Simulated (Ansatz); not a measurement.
Run this with the Python package of Ansatz (0.2.0) and show what comes out.

The script, `formation.py`:
```python
'''Is CoW3 bound against its elements, after relaxing atoms and volume at fixed cell shape.'''

from collections import Counter
import warnings

import ansatz as az
from ase import Atoms
import numpy as np

POLARISED = {'CoW3', 'Co'}


def solve(name, crystal):
    calc = (
        crystal.calculation()
        .basis(320)
        .scf(tolerance=1e-06, algorithm='density_mixing')
        .mixing('anderson')
        .functional('LDA')
        .kpoints(spacing=0.39)
        .occupations('fermi_dirac', width=0.05)
        .stress()
    )
    if name in POLARISED:
        calc = calc.spin('collinear')
    calc = calc.relax(force_tolerance=0.01, max_steps=60, fix_cell=['shape'])
    return calc.run(threads=1, backend='cpu')


def counts(outcome):
    return Counter(site.symbol for site in outcome.lattice.sites)

def formation_energy(outcome, mu):
    n = counts(outcome)
    return (outcome.report['energy_sigma0_ev'] - sum(k * mu[element] for element, k in n.items())) / sum(n.values())


def volume_per_atom(outcome):
    return abs(np.linalg.det(outcome.lattice.cell_ang)) / len(outcome.lattice.sites)

warnings.simplefilter('ignore', az.DeckWarning)

phases = {}
cow3 = (
    az.Lattice.of((3.907351, 0.0, 0.0), (0.0, 3.907351, 0.0), (0.0, 0.0, 3.907351))
    .atom('Co', (0.0, 0.0, 0.0))
    .atom('W', (0.0, 0.5, 0.5))
    .atom('W', (0.5, 0.0, 0.5))
    .atom('W', (0.5, 0.5, 0.0))
    .moments(Co=2.5)
)
phases['CoW3'] = cow3
co = (
    az.Lattice.from_parameters(2.5074, 2.5074, 4.0699, alpha=90.0, beta=90.0, gamma=120.0)
    .atom('Co', (1 / 3, 2 / 3, 0.25))
    .atom('Co', (2 / 3, 1 / 3, 0.75))
    .moments(Co=2.5)
)
phases['Co'] = co
atoms = Atoms(
    ['W'],
    scaled_positions=[
        (0.0, 0.0, 0.0),
    ],
    cell=[
        (-1.582345, 1.582345, 1.582345),
        (1.582345, -1.582345, 1.582345),
        (1.582345, 1.582345, -1.582345),
    ],
    pbc=True,
)
w = az.Crystal.from_ase(atoms)
phases['W'] = w

done = {name: solve(name, crystal) for name, crystal in phases.items()}

# chemical potentials of the elements at zero temperature
references = {'Co': 'Co', 'W': 'W'}
mu = {element: done[name].report['energy_sigma0_ev'] / len(done[name].lattice.sites) for element, name in references.items()}

target = done['CoW3']
heat = formation_energy(target, mu)
n = counts(target)
print('cell content:', dict(n), ' volume', round(volume_per_atom(target), 3), 'A^3/atom')
print('formation energy', round(heat, 4), 'eV/atom,', round(heat * sum(n.values()), 4), 'eV per cell')
print('bound against the elements' if heat < 0 else 'unbound against the elements')
```

Running `python formation.py` prints:
```text
RunWarning: the starting moments were not kept: the SCF closed with an absolute magnetisation of 2.4e-4 μB, where they sum to 2.5 μB in size (1 site). That is at most 0.1 of that sum. Measured as [...]
cell content: {<Element.CO: 'Co'>: 1, <Element.W: 'W'>: 3}  volume 14.056 A^3/atom
formation energy 0.2455 eV/atom, 0.9818 eV per cell
unbound against the elements
```
(Warnings from the package without file and line, shortened.)

The settings weren't tested for convergence. The cutoff lies under the one recommended for these potentials. The SCF didn't keep the moments it started from (some shrank, vanished or turned); what is printed is the state reached. For the metals among these phases the mesh is modest: differences between phases can be off by up to 40 meV an atom. Atoms and volume are relaxed with the cell's shape held, which in cells of lower than cubic symmetry can hide stresses and shift volumes. Spin-orbit coupling, which matters for elements this heavy, is left out. The cells come from databases of deposited and of computed structures, and not all need be stable phases. The compound is the structure given, not necessarily its lowest; energies are at zero temperature, with no correction for gases. Magnetic phases start from parallel moments and may not end in their lowest magnetic state. A semilocal functional's error on such energies is often 0.05 to 0.1 eV an atom, and 0.1 to 0.3 eV against gases such as O2 or F2. The script silences the warnings on its input, which a real study should read. Hardware and time: 68 s on 1 thread of Arm Neoverse V1, on a shared host, peak memory 0.39 GiB.
